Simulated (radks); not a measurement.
**Ru⁺ in [Kr] 4d6 4f1: an all-electron calculation**

Wanted: eigenvalues, radial structure and energy terms of the ruthenium ion Ru+.

The numbers are computed with radks (a radial shooting solver on a logarithmic mesh, Libxc functionals) version 1 (Dirac Kohn-Sham, B86b exchange with PBE correlation, spin-unpolarised, spherical densities, point nucleus; open shells fill j = l - 1/2 first), except any that are marked as measured or tabulated.

### 1 The system

| Quantity | Value |
| --- | --- |
| element | ruthenium (Z = 44) |
| charge | +1 |
| electrons | 43 |
| configuration | [Kr] 4d6 4f1 |

### 2 The run

The run's settings:

```text
Z 44
configuration [Kr] 4d6 4f1
relativity Dirac
functional b86_mgc,pbe
spin unpolarised
j_filling energy
nucleus point
c 137.035999084
```

Launch:

```bash
$ python run_ks.py task.json out
```

The same process makes all the runs of this session.

Q: Predict the outcome of this run.

**Answer**, as computed:

| quantity | value |
| --- | --- |
| total energy | -4531.35181 hartree |
| exchange-correlation share of it | 2.95 % |
| −T/E | 1.0407 |
| highest occupied level | 4f5/2, -2.497 eV |
| most extended occupied level | 4f5/2, <r> = 8.56 bohr |
| radius at density 0.001 e/bohr³ | 3.57 bohr |
| maxima of the radial density | 5 |

What this shows: The radial density shows 5 maxima for 4 occupied principal shells. Relativity lifts −T/E to 1.041. This is not the tabulated ground configuration, so its levels and sizes aren't those of the ground state, and no measured value stands beside it.
